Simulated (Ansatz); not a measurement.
**FH7OSi3: basis-set convergence**

Aim: see how fast density functionals converge with the basis set for FH7OSi3.

Method: one geometry, several basis sets; program: Ansatz 0.2.0, Gaussian basis.

The runs, in order: PBE0-D4/def2-SVP; ωB97M-V/def2-SVP; PBE0-D4/def2-QZVPP; ωB97M-V/def2-QZVPP; the functionals' def2-TZVPP values are taken from earlier runs.

**1. Structure used throughout**

An earlier PBE0-D4 in a triple-zeta def2 set relaxation fixed the geometry.

SMILES `F[SiH]([SiH3])O[SiH3]`, 12 atoms, charge 0, spin multiplicity 1.

Atoms are counted from 1 here; the program's logs count them from 0.

Bond lengths: F1–Si2 1.601 Å, Si2–Si3 2.346 Å, Si2–O4 1.623 Å, Si2–H6 1.482 Å, Si3–H7 1.488 Å, Si3–H8 1.487 Å, Si3–H9 1.487 Å, O4–Si5 1.640 Å, Si5–H10 1.482 Å, Si5–H11 1.487 Å, Si5–H12 1.483 Å. Angles: F1–Si2–Si3 108.0°, F1–Si2–O4 108.7°, F1–Si2–H6 106.7°, Si3–Si2–O4 111.3°, Si3–Si2–H6 114.4°, O4–Si2–H6 107.6°, Si2–Si3–H7 109.4°, Si2–Si3–H8 110.0°, Si2–Si3–H9 110.3°, H7–Si3–H8 108.9°, H7–Si3–H9 108.9°, H8–Si3–H9 109.2°, Si2–O4–Si5 148.0°, O4–Si5–H10 108.2°, O4–Si5–H11 109.7°, O4–Si5–H12 109.7°, H10–Si5–H11 109.7°, H10–Si5–H12 110.0° and more.

**2. PBE0-D4 in def2-SVP**

in.yaml reads:

```yaml
crystal:
  periodic: [false, false, false]
  atoms:
    - {symbol: F, position_ang: [-1.813173, -1.380895, -0.859270]}
    - {symbol: Si, position_ang: [-1.304676, -0.086598, -0.066625]}
    - {symbol: Si, position_ang: [-0.206363, 1.313935, -1.595433]}
    - {symbol: O, position_ang: [-0.304344, -0.562944, 1.119747]}
    - {symbol: Si, position_ang: [1.192923, -1.070905, 1.556502]}
    - {symbol: H, position_ang: [-2.498160, 0.519371, 0.569849]}
    - {symbol: H, position_ang: [0.315761, 2.511410, -0.882511]}
    - {symbol: H, position_ang: [-1.154327, 1.757352, -2.652078]}
    - {symbol: H, position_ang: [0.931864, 0.595933, -2.228889]}
    - {symbol: H, position_ang: [1.454749, -0.606302, 2.939391]}
    - {symbol: H, position_ang: [2.206503, -0.494024, 0.634116]}
    - {symbol: H, position_ang: [1.256142, -2.551630, 1.499201]}
basis:
  gaussian: {orbitals: def2-SVP}
hamiltonian: {xc: pbe0, dispersion: d4}
output: {orbitals: {seedname: orbitals}}
```

After this run come: ωB97M-V in def2-SVP; PBE0-D4 in def2-QZVPP; ωB97M-V in def2-QZVPP.

Before running them: what should the planned runs give, taken together? Wanted: PBE0-D4: double and triple zeta above quadruple; ωB97M-V: double and triple zeta above quadruple.

The runs gave:

| quantity | value |
| --- | --- |
| PBE0-D4: double and triple zeta above quadruple | 15.85, 1.11 eV |
| ωB97M-V: double and triple zeta above quadruple | 15.95, 1.03 eV |

What this shows: PBE0-D4 gains 14.74 eV from double to triple zeta, then 1.11 eV more. Total energies overstate the basis error of differences, where much of it tends to cancel. The LUMO of ωB97M-V is positive and keeps falling with the basis (1.77 to 1.05 eV): an unbound level that the basis holds in place.
